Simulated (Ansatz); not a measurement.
# BGeP: the cost of one run

The runs use Ansatz 0.2.0, Gaussian basis; cc-pVTZ, core rule «outside noble gas», up to 20 orbitals frozen.

Plan: UHF; CCSD(T) on RHF; CCSD(T) on UHF; BCCD(T) on RHF; CCSDT(Q) on RHF; CCSDT(Q) on UHF.

4 further runs of the same task are left out: 4 set aside as unsound or not needed.

## (1) What is computed

The geometry is a PBE0/def2-TZVP stationary point (not a proven minimum) of the parent state, kept for this charge and spin. No spin-orbit coupling is included. The filled d shell of Ge may be among the frozen orbitals whatever the setting's name suggests; the logs give the count.

3 atoms, charge 0, spin multiplicity 1.

Atoms are counted from 1 here; the program's logs count them from 0.

Bond lengths: B1–Ge2 2.182 Å, B1–P3 1.788 Å, Ge2–P3 2.237 Å. Angles: Ge2–B1–P3 67.8°, B1–Ge2–P3 47.7°, B1–P3–Ge2 64.5°.

Geometry (Å):

```
B     0.0000   -1.3568   -0.9052
Ge    0.0000    0.0559    0.7577
P     0.0000    0.3424   -1.4611
```

## (2) UHF

File in.yaml:

```yaml
crystal:
  periodic: [false, false, false]
  atoms:
    - {symbol: B, position_ang: [0.000000, -1.356815, -0.905184]}
    - {symbol: Ge, position_ang: [0.000000, 0.055950, 0.757740]}
    - {symbol: P, position_ang: [0.000000, 0.342363, -1.461116]}
basis:
  gaussian: {orbitals: cc-pVTZ}
magnetization: {spin_polarized: true, initial_magnetization: 0}
hamiltonian: {xc: hf}
output: {orbitals: {seedname: orbitals}}
```

Launch:

```sh
$ ansatz run in.yaml --threads 1 --pin off --events-out ev --progress --plain --max-ram 4096MiB --backend cpu
```

What time and memory should one allow on 1 thread of AMD EPYC 7R13, shared host?

About 11 s, with a peak of 0.25 GiB.
